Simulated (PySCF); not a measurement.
**Pm(SH)3: other functionals and bases at one geometry**

An exercise on one series of results from a longer session: the logs are not shown, and one member is left open.

Program: PySCF 2.14.0. Level of theory: several levels, as the steps say, no spin–orbit coupling. These are calculated values, not measurements.

1 further run of the same task is left out (for a known fault of the program).

### The system as given

7 atoms, charge 0, spin multiplicity 1.

Bond lengths: Pm1–S2 2.641 Å, Pm1–S4 2.641 Å, Pm1–S6 2.641 Å, S2–H3 1.355 Å, S4–H5 1.355 Å, S6–H7 1.355 Å. Angles: S2–Pm1–S4 119.9°, S2–Pm1–S6 119.9°, S4–Pm1–S6 119.9°, Pm1–S2–H3 94.9°, Pm1–S4–H5 94.9°, Pm1–S6–H7 94.9°.

Geometry (Å):

```xyz
7
charge 0, multiplicity 1
Pm    0.0000    0.0000    0.8904
S     2.6094    0.3996    0.9804
H     2.9279   -0.9170    0.9783
S    -1.6507    2.0600    0.9804
H    -0.6699    2.9941    0.9783
S    -0.9587   -2.4596    0.9804
H    -2.2581   -2.0772    0.9783
```

Formal oxidation states: Pm +3. Each metal's 4 4f electrons lie in its core potential, so multiplicities, spins and levels count the valence alone. An earlier session relaxed this geometry at PBE0, Pm lcecp-1-SVP with ECP50, S def2-SVP, H def2-SVP (singlet, point group C3).

At PBE0 on the finer grid: E = -1229.845250 Eh, HOMO -7.31 eV, LUMO -2.43 eV, Mulliken charge on Pm1 +0.87 e, largest force component 0.011 eV/Å. 

Levels to run: TPSSh; B3LYP; PBE0, TZVP. Hardware: 2 threads of Arm Neoverse V2, shared host.

Set-up of the first run:

Contents of run.py (the lines that set the calculation):

```python
mol = gto.M(atom='''
Pm     0.00000     0.00000     0.89036
S      2.60941     0.39958     0.98036
H      2.92793    -0.91696     0.97831
S     -1.65075     2.06002     0.98036
H     -0.66986     2.99414     0.97831
S     -0.95866    -2.45960     0.98036
H     -2.25807    -2.07719     0.97831''',
    basis={'Pm': 'lcecp-1-SVP', 'S': 'def2-SVP', 'H': 'def2-SVP'},
    ecp={'Pm': 'lcecp-1-SVP'},
    charge=0, spin=0)
mf = dft.RKS(mol, xc='TPSSH')
mf.grids.atom_grid = (75, 302)  # f atoms: unpruned, at least (60, 302)
mf = mf.density_fit()  # fitting sets: Pm AutoAux, S def2-universal-JKFIT, H def2-universal-JKFIT
mf.conv_tol = 1e-08; mf.max_cycle = 55
mf.kernel(dm0)  # dm0: the density of the relaxed state
```

Launch:

```sh
> OMP_NUM_THREADS=2 python run.py
```

Steps of the session up to this table: TPSSh; B3LYP; PBE0, TZVP.

One of the session's tables, all rows but one given; the rest of the session is left out.

```
              level  HOMO (eV)  gap (eV)  charge on Pm1 (e)  dipole (D)  largest force component (eV/Å)
PBE0 (relaxed here)      -7.31      4.88               0.87        0.56                            0.01
              TPSSh      -6.71      4.06               0.90        0.56                            0.15
              B3LYP          ?         ?                  ?           ?                               ?
         PBE0, TZVP      -7.39      4.95               1.27        0.57                            0.21
```

**Question.** Estimate the row for B3LYP.

**Answer.** HOMO (eV): -7.00; gap (eV): 4.31; charge on Pm1 (e): 0.78; dipole (D): 0.55; largest force component (eV/Å): 0.20. In the column «HOMO (eV)» it lies between PBE0 (relaxed here) (-7.31) and TPSSh (-6.71).

In one basis the HOMO–LUMO gap runs from 4.06 eV (TPSSh) to 4.88 eV (PBE0). The largest leftover force, 0.21 eV/Å with PBE0, TZVP, stands at a geometry relaxed at another level. With 4f in the core, its levels are missing from HOMO and gap, and its count is fixed, so no charge can pass from the ligands into it. Total energies of different levels can't be compared.
